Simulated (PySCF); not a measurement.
**How the numerical set-up moves the result for NaSn⁻ (triplet)**

Aim: see how much the energy and properties of NaSn⁻ (triplet) depend on the numerical set-up.

Computed with PySCF 2.14.0. Level: each script names its method and basis.

## 1. The system as given

NaSn⁻ (triplet): 2 atoms, charge -1, spin multiplicity 3.

Bond lengths: Na1–Sn2 2.723 Å.

## 2. Base script

Contents of input.py:

```python
from pyscf import gto, dft, tdscf

mol = gto.M(
    atom='Na 0 0 0; Sn 0 0 2.723',
    basis='sto-3g',
    charge=-1,
    spin=2,
    verbose=3,
)
mf = dft.UKS(mol, xc='b3lyp')
mf.kernel()
td = tdscf.TDA(mf)
td.nstates = 8
td.kernel()
td.analyze()
mf.dip_moment()
print('orbital energies (hartree):', [e[max(0, n-3):n+3].round(4) for e, n in zip(mf.mo_energy, mol.nelec)])
```

Run with:

```console
$ OMP_NUM_THREADS=1 python input.py
```

Its log is not repeated here.

In short: E(SCF) = -6125.204687 Eh, ⟨S²⟩ = 2.020, excitations 1.73, 1.73, 2.72, 3.46, 3.46 eV.

No relativity is included for the heavy element. The bond length is a typed value, not an optimised one. The dipole of an ion depends on the origin. The triplet is typed in the script; nothing here shows that it is the ground state.

## 3. Sbkjc (core potential on)

Variant 1 changes basis set: sto-3g → sbkjc; core potential: off → on. The core potential changes with it: totals don't compare.

Contents of input.py:

```python
from pyscf import gto, dft, tdscf

mol = gto.M(
    atom='Na 0 0 0; Sn 0 0 2.723',
    basis='sbkjc',
    ecp={'Na': 'sbkjc', 'Sn': 'sbkjc'},
    charge=-1,
    spin=2,
    verbose=3,
)
mf = dft.UKS(mol, xc='b3lyp')
mf.kernel()
td = tdscf.TDA(mf)
td.nstates = 8
td.kernel()
td.analyze(verbose=3)
mf.dip_moment()
print('orbital energies (hartree):', [e[max(0, n-3):n+3].round(4) for e, n in zip(mf.mo_energy, mol.nelec)])
```

Run with:

```console
$ OMP_NUM_THREADS=1 python input.py
```

## 4. Integration grid 0

Variant 2 changes integration grid: default → 0.

input.py: that of step 2 with these lines changed.

```diff
@@ -10,2 +10,3 @@
 mf = dft.UKS(mol, xc='b3lyp')
+mf.grids.level = 0
 mf.kernel()
```

## 5. Crenbl (core potential on)

Variant 3 changes basis set: sto-3g → crenbl; core potential: off → on. The core potential changes with it: totals don't compare.

input.py: that of step 2 with these lines changed.

```diff
@@ -4,3 +4,4 @@
     atom='Na 0 0 0; Sn 0 0 2.723',
-    basis='sto-3g',
+    basis='crenbl',
+    ecp={'Na': 'crenbl', 'Sn': 'crenbl'},
     charge=-1,
@@ -14,3 +15,3 @@
 td.kernel()
-td.analyze()
+td.analyze(verbose=3)
 mf.dip_moment()
```

## 6. Def2-svp (core potential on)

Variant 4 changes basis set: sto-3g → def2-svp; core potential: off → on. The core potential changes with it: totals don't compare.

input.py: that of step 2 with these lines changed.

```diff
@@ -4,3 +4,4 @@
     atom='Na 0 0 0; Sn 0 0 2.723',
-    basis='sto-3g',
+    basis='def2-svp',
+    ecp={'Sn': 'def2-svp'},
     charge=-1,
@@ -14,3 +15,3 @@
 td.kernel()
-td.analyze()
+td.analyze(verbose=3)
 mf.dip_moment()
```

Q: Predict the outcome of this session. Wanted: for each run, E(SCF); from base; gap, α spin; after the SCF.

The runs gave:

| run | E(SCF) (hartree) | from base (eV) | gap, α spin (eV) | functions | after the SCF |
| --- | --- | --- | --- | --- | --- |
| base | -6125.204687 | 0 | 4.47 | 36 | lowest root found 1.73 eV |
| sbkjc (core potential on) | -3.612092 | not comparable | n/a | 16 | lowest root found 0.90 eV |
| integration grid 0 (poor choice) | -6125.214018 | -0.2539 | 4.47 | 36 | lowest root found 1.73 eV |
| crenbl (core potential on) | -117.598501 | not comparable | n/a | 50 | lowest root found 0.99 eV |
| def2-svp (core potential on) | -376.624676 | not comparable | n/a | 41 | lowest root found 1.06 eV |

The highest filled level of this anion is positive: the basis lacks diffuse functions or the electron is not bound, so these numbers hang on the basis. Rows marked «poor choice» come from settings spoiled on purpose.
